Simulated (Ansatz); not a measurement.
# Zn13Se13 zinc blende bond sphere (Zn₁₃H₃₀Se₁₃): the relaxed shape and its frontier levels

What does Zn13Se13 zinc blende bond sphere (Zn₁₃H₃₀Se₁₃) look like as a singlet, and where do its frontier electrons sit?

Method: RKS PBE0-D4/def2-SVP; program: Ansatz 0.2.0, Gaussian basis.

Plan: relaxation at PBE-D4/def2-SVP; a single point at PBE0-D4/def2-SVP.

1 further run of the same task is left out (set aside as unsound or not needed).

## (1) The starting structure

56 atoms, charge 0, spin multiplicity 1.

Atoms are counted from 1 here; the program's logs count them from 0.

Bond lengths: Zn1–Se14 2.588 Å, Zn1–Se15 2.583 Å, Zn1–Se17 2.573 Å, Zn1–H27 1.544 Å, Zn2–Se14 2.416 Å, Zn2–Se18 2.619 Å, Zn2–H28 1.540 Å, Zn3–Se14 2.833 Å, Zn3–Se19 2.833 Å, Zn3–H29 1.538 Å, Zn3–H30 1.593 Å, Zn4–Se17 2.574 Å, Zn4–Se19 2.583 Å, Zn4–Se20 2.582 Å, Zn4–H31 1.544 Å, Zn5–Se18 2.623 Å, Zn5–Se19 2.416 Å, Zn5–H32 1.540 Å and more. Angles: Se14–Zn1–Se15 106.8°, Se14–Zn1–Se17 101.6°, Se14–Zn1–H27 113.3°, Se15–Zn1–Se17 101.6°, Se15–Zn1–H27 113.4°, Se17–Zn1–H27 118.6°, Se14–Zn2–Se18 95.3°, Se14–Zn2–H28 138.9°, Se18–Zn2–H28 119.9°, Se14–Zn3–Se19 85.1°, Se14–Zn3–H29 106.4°, Se14–Zn3–H30 99.2°, Se19–Zn3–H29 106.4°, Se19–Zn3–H30 99.2°, H29–Zn3–H30 144.9°, Se17–Zn4–Se19 101.8°, Se17–Zn4–Se20 101.7°, Se17–Zn4–H31 118.5° and more.

The start is a GFN1-xTB geometry.

## (2) Optimising with PBE-D4/def2-SVP

File in.yaml:

```yaml
crystal:
  periodic: [false, false, false]
  atoms:
    - {symbol: Zn, position_ang: [-2.343080, -2.344720, -0.576750]}
    - {symbol: Zn, position_ang: [-2.725190, 0.978950, -3.672890]}
    - {symbol: Zn, position_ang: [-5.570980, 1.137030, -1.129920]}
    - {symbol: Zn, position_ang: [-2.342150, 0.580650, 2.344570]}
    - {symbol: Zn, position_ang: [-2.725260, 3.678340, -0.973200]}
    - {symbol: Zn, position_ang: [0.972630, -2.729020, -3.677710]}
    - {symbol: Zn, position_ang: [1.131010, -5.572720, -1.132110]}
    - {symbol: Zn, position_ang: [0.584050, -2.343390, 2.343420]}
    - {symbol: Zn, position_ang: [3.674080, -2.729370, -0.982500]}
    - {symbol: Zn, position_ang: [0.540470, 0.540210, -0.540590]}
    - {symbol: Zn, position_ang: [0.978430, 3.677010, 2.726230]}
    - {symbol: Zn, position_ang: [3.680630, 0.973380, 2.723580]}
    - {symbol: Zn, position_ang: [1.133630, 1.136870, 5.568100]}
    - {symbol: Se, position_ang: [-3.567330, -0.627820, -2.076990]}
    - {symbol: Se, position_ang: [-0.632960, -3.565520, -2.078540]}
    - {symbol: Se, position_ang: [-0.848490, -0.846640, -5.054030]}
    - {symbol: Se, position_ang: [-0.811990, -0.817350, 0.817920]}
    - {symbol: Se, position_ang: [-0.973770, 2.045210, -2.043060]}
    - {symbol: Se, position_ang: [-3.564090, 2.081210, 0.633370]}
    - {symbol: Se, position_ang: [-0.631500, 2.081740, 3.564000]}
    - {symbol: Se, position_ang: [-0.844700, 5.058470, 0.845990]}
    - {symbol: Se, position_ang: [2.043570, -0.975090, -2.047720]}
    - {symbol: Se, position_ang: [2.083580, -3.565400, 0.628840]}
    - {symbol: Se, position_ang: [2.083170, -0.628940, 3.566000]}
    - {symbol: Se, position_ang: [5.055200, -0.848660, 0.836050]}
    - {symbol: Se, position_ang: [2.047540, 2.043920, 0.976390]}
    - {symbol: H, position_ang: [-3.302650, -3.301790, 0.162380]}
    - {symbol: H, position_ang: [-3.226840, 1.778760, -4.889230]}
    - {symbol: H, position_ang: [-6.530790, 0.287680, -0.280120]}
    - {symbol: H, position_ang: [-5.472040, 2.260320, -2.255190]}
    - {symbol: H, position_ang: [-3.301650, -0.158730, 3.301950]}
    - {symbol: H, position_ang: [-3.225300, 4.892510, -1.778610]}
    - {symbol: H, position_ang: [1.774460, -3.228810, -4.893310]}
    - {symbol: H, position_ang: [0.280170, -6.528270, -0.280590]}
    - {symbol: H, position_ang: [2.251580, -5.478180, -2.256410]}
    - {symbol: H, position_ang: [-0.151470, -3.303650, 3.303520]}
    - {symbol: H, position_ang: [4.887920, -3.231860, -1.785040]}
    - {symbol: H, position_ang: [1.777320, 4.895560, 3.227060]}
    - {symbol: H, position_ang: [4.899930, 1.770890, 3.222770]}
    - {symbol: H, position_ang: [0.285470, 0.286710, 6.527960]}
    - {symbol: H, position_ang: [2.257080, 2.260070, 5.469340]}
    - {symbol: H, position_ang: [-4.298820, -1.490960, -2.968620]}
    - {symbol: H, position_ang: [-1.495720, -4.296000, -2.971310]}
    - {symbol: H, position_ang: [-1.655480, -1.652060, -5.924220]}
    - {symbol: H, position_ang: [-0.202040, -0.198280, -6.161340]}
    - {symbol: H, position_ang: [-0.132060, 2.873170, -2.872010]}
    - {symbol: H, position_ang: [-4.292530, 2.975280, 1.496660]}
    - {symbol: H, position_ang: [-1.494060, 2.975780, 4.293310]}
    - {symbol: H, position_ang: [-1.648790, 5.933520, 1.649140]}
    - {symbol: H, position_ang: [-0.195460, 6.161780, 0.193600]}
    - {symbol: H, position_ang: [2.872170, -0.134110, -2.877060]}
    - {symbol: H, position_ang: [2.975780, -4.298280, 1.490030]}
    - {symbol: H, position_ang: [2.972880, -1.489900, 4.301910]}
    - {symbol: H, position_ang: [5.927580, -1.655430, 1.639200]}
    - {symbol: H, position_ang: [6.161430, -0.199260, 0.188970]}
    - {symbol: H, position_ang: [2.875420, 2.875180, 0.136790]}
basis:
  gaussian: {orbitals: def2-SVP, fitting: {mean_field: def2-universal-jkfit}}
hamiltonian: {xc: pbe, dispersion: d4}
scf: {lower_state_search: "off"}
output: {orbitals: {seedname: orbitals}}
relax: {f_tol: 0.03, max_steps: 70}
```

Command:

```console
$ ansatz run in.yaml --threads 11 --pin off --events-out ev --progress --plain --max-ram 110592MiB --backend cuda --devices 0, --max-vram 75GiB
```

The runs that follow: Single point, PBE0-D4/def2-SVP.

**Question.** What will the summary of the whole plan be? Wanted: point group; commonest bond, hydrogen aside; HOMO, LUMO at PBE0-D4/def2-SVP; dipole at PBE-D4/def2-SVP.

The runs gave:

| quantity | value |
| --- | --- |
| point group | C3 |
| commonest bond, hydrogen aside | Se–Zn, 34 of mean length 2.607 Å |
| HOMO, LUMO at PBE0-D4/def2-SVP | -7.05, -1.58 eV |
| dipole at PBE-D4/def2-SVP | 9.59 D |

**Reading.** The relaxation broke 0 and made 6 bonds, so the end is another structure than the start. No usable vibrations, so a minimum isn't proven. The HOMO lies nearest to H27, H31, H36 about 14 % each; Se17 8 % and the LUMO to Zn10 23 %; Se18, Se22, Se26 about 6 % each. Whether this spin is the lowest isn't tested here. The point group is read from a loosely relaxed geometry; soft torsions can leave it below the true symmetry.
